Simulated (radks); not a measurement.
# K³⁺ in [Ne] 3s2 3p4: an all-electron calculation

An exercise on one series of results from a longer session: the logs are not shown, and one member is left open.

Method: non-relativistic Kohn-Sham, BLYP, spin-polarised, spherical densities, point nucleus; open shells are filled with parallel spins first. Code: radks (a radial shooting solver on a logarithmic mesh, Libxc functionals) version 1.

**The atom as given**

| Property | Result |
| --- | --- |
| element | potassium (Z = 19) |
| charge | +3 |
| electrons | 16 |
| configuration | [Ne] 3s2 3p4 |

Outer shells as boxes (Hund's rule):

K³⁺
```
[Ne] core
3s [↑↓]
3p [↑↓][↑ ][↑ ]
```

Set-up of the first run:

Settings of this run:

```text
Z 19
configuration [Ne] 3s2 3p4
relativity non-relativistic
functional b88,lyp
spin polarised
nucleus point
```

Started as:

```sh
$ python run_ks.py task.json out
```

The same process makes all the runs of this session.

One of the session's tables, all rows but one given; the rest of the session is left out.

It belongs to the step «Shells». Radial moments (bohr):

| level | <r> | outermost maximum (interpolated) | 90 % within | nodes |
| --- | --- | --- | --- | --- |
| 1s up | 0.08155 | 0.0535 | 0.145 | 0 |
| 1s down | ? | ? | ? | ? |
| 2s up | 0.3898 | 0.320 | 0.607 | 1 |
| 2s down | 0.3897 | 0.320 | 0.607 | 1 |
| 2p up | 0.3507 | 0.263 | 0.579 | 0 |
| 2p down | 0.3507 | 0.263 | 0.579 | 0 |
| 3s up | 1.203 | 1.05 | 1.79 | 2 |
| 3s down | 1.211 | 1.05 | 1.81 | 2 |
| 3p up | 1.289 | 1.10 | 1.96 | 1 |
| 3p down | 1.305 | 1.11 | 1.99 | 1 |

Q: Estimate the row for 1s down from the others.

The run gave: <r>: 0.08154; outermost maximum (interpolated): 0.0535; 90 % within: 0.145; nodes: 0. In the column «<r>» it is the lowest.

Caveats from the session: Open shells are spherical and high-spin; term and fine-structure splittings are not resolved.
